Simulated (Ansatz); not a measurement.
# BOF + HF: a complex and its separated parts

The complex below is one end of an elementary step. How strongly is it bound against its free parts?

Method: PBE0-D4/def2-TZVP structures, single points in def2-TZVPP, no counterpoise correction; program: Ansatz 0.2.0, Gaussian basis.

Levels: SPW92, PBE-D4, BLYP-D4, r2SCAN-D4, B97M-V, PBE0-D4, B3LYP-D4, r2SCAN0-D4, BHLYP-D4, CAM-B3LYP-D4, wB97X-V, wB97M-V, B2PLYP, PBE-QIDH, RPA on PBE, Hartree-Fock, MP2, CCSD, CCSD(T).

Cores are frozen in the correlated methods. B3LYP uses VWN-RPA correlation. B2PLYP carries no dispersion term here.

57 further runs of the same task are left out: 1 that didn't finish, 56 set aside as unsound or not needed.

**1. The starting structure**

The complex: 5 atoms, charge 0, spin multiplicity 1.

Atoms are counted from 1 here; the program's logs count them from 0.

Bond lengths: B1–O3 1.207 Å, B1–F5 1.275 Å, F2–H4 0.933 Å. Angles: O3–B1–F5 179.6°.

As a file:

```xyz
5
charge 0, multiplicity 1
B    -0.1785    0.7792    1.0668
F     0.3684   -1.4973   -1.9642
O    -0.1474    0.2280   -0.0062
H     0.1739   -0.8777   -1.2941
F    -0.2163    1.3678    2.1977
```

Its parts: BOF holds atoms 1, 3, 5; HF holds atoms 2, 4. Each part counts its atoms afresh in its own runs.

**2. Relaxing BOF alone**

The input, relax-a/in.yaml:

```yaml
crystal:
  periodic: [false, false, false]
  atoms:
    - {symbol: B, position_ang: [-0.178534, 0.779187, 1.066836]}
    - {symbol: O, position_ang: [-0.147427, 0.228046, -0.006213]}
    - {symbol: F, position_ang: [-0.216280, 1.367808, 2.197717]}
basis:
  gaussian: {orbitals: def2-TZVP}
hamiltonian: {xc: pbe0, dispersion: d4}
relax: {f_tol: 0.005, max_steps: 200}
```

Started as:

```bash
ansatz run in.yaml --threads 2 --pin off --events-out ev --progress --plain --max-ram 4352MiB
```

After this run come: Relaxing HF alone; SPW92/def2-TZVPP; PBE-D4/def2-TZVPP; BLYP-D4/def2-TZVPP; r2SCAN-D4/def2-TZVPP; B97M-V/def2-TZVPP; PBE0-D4/def2-TZVPP; B3LYP-D4/def2-TZVPP; r2SCAN0-D4/def2-TZVPP; BHLYP-D4/def2-TZVPP; CAM-B3LYP-D4/def2-TZVPP; wB97X-V/def2-TZVPP; wB97M-V/def2-TZVPP; B2PLYP/def2-TZVPP; PBE-QIDH/def2-TZVPP; RPA on PBE/def2-TZVPP; CCSD(T)/def2-TZVPP; Vibrations of BOF; Vibrations of HF.

**Question.** What will these runs give? Wanted: complex less parts, CCSD(T)/def2-TZVPP; with zero-point energy; largest T1 diagnostic.

The runs gave:

```
                              quantity         value
complex less parts, CCSD(T)/def2-TZVPP  -29.8 kJ/mol
                with zero-point energy  -23.2 kJ/mol
                 largest T1 diagnostic         0.016
```

In words: At CCSD(T) the complex lies 29.8 kJ/mol below its parts. B2PLYP is the best functional here (-1.4 kJ/mol from CCSD(T)); SPW92 is the worst (-16.7 kJ/mol). Mean unsigned error by rung: LDA 16.7, GGA 2.9, meta-GGA 3.0, hybrid 4.7, range-separated hybrid 4.3, double hybrid 1.9 kJ/mol. PBE-D4 gives a relative energy 3.5 kJ/mol too low, inside chemical accuracy (1 kcal/mol, 4.2 kJ/mol). No counterpoise was applied, and triple zeta lacks some correlation, so the CCSD(T) reference has a basis error of its own, and close matches with it are partly luck.
